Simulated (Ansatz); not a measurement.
# GeH4O2Si: a ladder of functionals and wavefunction methods

The task here is to estimate one member of a computed series from the others.

Program: Ansatz 0.2.0, Gaussian basis. Level of theory: functionals in def2-TZVPP, the program's frozen cores in correlated methods. These are calculated values, not measurements.

Levels to be run: PBE-D4, r2SCAN-D4, PBE0-D4, B3LYP-D4, ωB97X-V, ωB97M-V, B2PLYP; CCSD(T)/def2-TZVPP; MP2/def2-QZVPP; extrapolation to the limit.

### The relaxed structure

The geometry comes from an earlier relaxation with PBE0-D4 in a triple-zeta def2 set; it is a stationary point, not always the lowest conformer.

SMILES `[OH][GeH]1[O][SiH2]1`, 8 atoms, charge 0, spin multiplicity 1.

Atoms are counted from 1 here; the program's logs count them from 0.

Bond lengths: O1–Ge2 1.770 Å, O1–H5 0.960 Å, Ge2–O3 1.886 Å, Ge2–Si4 2.261 Å, Ge2–H6 1.530 Å, O3–Si4 1.652 Å, Si4–H7 1.485 Å, Si4–H8 1.486 Å. Angles: Ge2–O1–H5 112.8°, O1–Ge2–O3 110.7°, O1–Ge2–Si4 124.5°, O1–Ge2–H6 103.8°, O3–Ge2–Si4 45.9°, O3–Ge2–H6 110.0°, Si4–Ge2–H6 130.3°, Ge2–O3–Si4 79.1°, Ge2–Si4–O3 55.0°, Ge2–Si4–H7 124.2°, Ge2–Si4–H8 121.7°, O3–Si4–H7 117.7°, O3–Si4–H8 117.1°, H7–Si4–H8 110.0°.

Set-up of the first run:

Input file in.yaml:

```yaml
crystal:
  periodic: [false, false, false]
  atoms:
    - {symbol: O, position_ang: [-1.002982, 1.845686, -0.671969]}
    - {symbol: Ge, position_ang: [-0.001469, 0.867322, 0.410383]}
    - {symbol: O, position_ang: [1.185263, -0.215143, -0.578507]}
    - {symbol: Si, position_ang: [0.299459, -1.364320, 0.210793]}
    - {symbol: H, position_ang: [-1.559964, 1.314582, -1.246279]}
    - {symbol: H, position_ang: [0.783727, 1.903645, 1.216978]}
    - {symbol: H, position_ang: [0.997343, -2.205883, 1.215285]}
    - {symbol: H, position_ang: [-0.609377, -2.203089, -0.612484]}
basis:
  gaussian: {orbitals: def2-TZVPP}
hamiltonian: {xc: pbe, dispersion: d4}
output: {forces: true, orbitals: {seedname: orbitals}}
```

Started as:

```bash
ansatz run in.yaml --threads 4 --pin off --events-out ev --progress --plain --max-ram 10444MiB
```

Among the steps run: PBE-D4 (GGA); r2SCAN-D4 (meta-GGA); PBE0-D4 (hybrid); B3LYP-D4 (hybrid); ωB97X-V (range-separated); ωB97M-V (range-separated); B2PLYP (double hybrid); CCSD(T) in def2-TZVPP; MP2 in def2-QZVPP.

One of the session's tables, all rows but one given; the rest of the session is left out.

| method | atomisation energy (eV) |
| --- | --- |
| PBE-D4 | 27.366 |
| r2SCAN-D4 | 27.201 |
| PBE0-D4 | 26.600 |
| B3LYP-D4 | 26.777 |
| ωB97X-V | 27.222 |
| ωB97M-V | 26.977 |
| B2PLYP | 26.663 |
| HF/def2-TZVPP | 18.052 |
| MP2/def2-TZVPP | 27.028 |
| CCSD/def2-TZVPP | 25.856 |
| CCSD(T)/def2-TZVPP | ? |
| MP2/CBS | 27.896 |
| CCSD(T)/CBS | 27.277 |

Estimate the missing values for CCSD(T)/def2-TZVPP.

The run gave: atomisation energy (eV): 26.409. In the column «atomisation energy (eV)» it lies between CCSD/def2-TZVPP (25.856) and PBE0-D4 (26.600).
